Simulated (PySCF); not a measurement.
**C₄H₁₃FOSi₃: NMR shifts**

What NMR shifts should C₄H₁₃FOSi₃ (`C=C(C)[Si@@H](C[SiH2]F)O[SiH3]`) show?

Computed with PySCF 2.14.0, with density-fitted response routines of our own, on a single molecule in the gas phase. Atoms are numbered from 0 throughout.

### 1 Starting geometry

22 atoms, charge 0, multiplicity 1; geometry from: GFN2-xTB.

Bonds of the start (Å): C0–C1 1.33, C1–C2 1.50, C1–Si3 1.89, Si3–C4 1.91, C4–Si5 1.89, Si5–F6 1.61, Si3–O7 1.62, O7–Si8 1.62, C0–H9 1.08, C0–H10 1.08, C2–H11 1.09, C2–H12 1.09, C2–H13 1.09, Si3–H14 1.46, C4–H15 1.09, C4–H16 1.09, Si5–H17 1.46, Si5–H18 1.46, Si8–H19 1.46, Si8–H20 1.46, Si8–H21 1.47.

### 2 NMR shieldings: PBE0/pcSseg-1

The job: settings as JSON, then the geometry in Å.

```
{"job": {"kind": "nmr", "xc": "PBE0", "basis": "pcSseg-1"}, "charge": 0, "multiplicity": 1}
C     -2.512474    -0.116988    -0.922367
C     -1.752141    -0.743262    -0.034734
C     -2.116900    -2.102285     0.483195
Si    -0.157419     0.016008     0.638338
C      1.346830    -1.011874     0.078911
Si     3.008454    -0.164781     0.374487
F      3.054189     0.341214     1.904890
O     -0.030942     1.527003     0.065939
Si     0.357191     2.842742    -0.786713
H     -3.427853    -0.544298    -1.306557
H     -2.247399     0.857538    -1.297056
H     -1.348451    -2.824182     0.208773
H     -2.174823    -2.085144     1.570296
H     -3.072003    -2.437405     0.083508
H     -0.204120     0.172866     2.093498
H      1.254190    -1.249664    -0.980784
H      1.327211    -1.966236     0.604585
H      3.210184     1.036276    -0.421669
H      4.124150    -1.102865     0.294632
H     -0.831071     3.693049    -0.746042
H      1.510878     3.461813    -0.137159
H      0.671907     2.419861    -2.154182
```

With the program's defaults for keys left out, this is: GIAO PBE0/pcSseg-1 NMR shielding, non-relativistic, gas phase.

On the command line:

```
$ OMP_NUM_THREADS=1 python probes_run.py task.json out
```

This one command runs all jobs of the session in turn.

What will the session give for the following? ¹³C shifts against TMS (PBE0/pcSseg-1); ¹H shifts against TMS (PBE0/pcSseg-1, means over atoms taken as alike); ²⁹Si shifts against TMS (PBE0/pcSseg-1); ¹⁹F shifts against CFCl3 (PBE0/pcSseg-1); ¹⁷O shifts against H2O (PBE0/pcSseg-1). Wanted: ¹³C shifts against TMS; ¹H shifts against TMS; ²⁹Si shifts against TMS; ¹⁹F shifts against CFCl3; ¹⁷O shifts against H2O.

As calculated:

```
                                                              quantity                                                      value
                                ¹³C shifts against TMS (PBE0/pcSseg-1)                                154.3, 132.5, 24.1, 5.2 ppm
¹H shifts against TMS (PBE0/pcSseg-1, means over atoms taken as alike)  6.15, 5.74, 5.52, 5.40, 5.32, 5.26, 1.91, 0.46, -0.25 ppm
                               ²⁹Si shifts against TMS (PBE0/pcSseg-1)                                      7.0, -20.2, -43.7 ppm
                              ¹⁹F shifts against CFCl3 (PBE0/pcSseg-1)                                                 -224.7 ppm
                                ¹⁷O shifts against H2O (PBE0/pcSseg-1)                                                   16.4 ppm
```

In words: At PBE0/pcSseg-1: Shielding is most anisotropic at C1 (span 252 ppm, paramagnetic term -235 ppm).
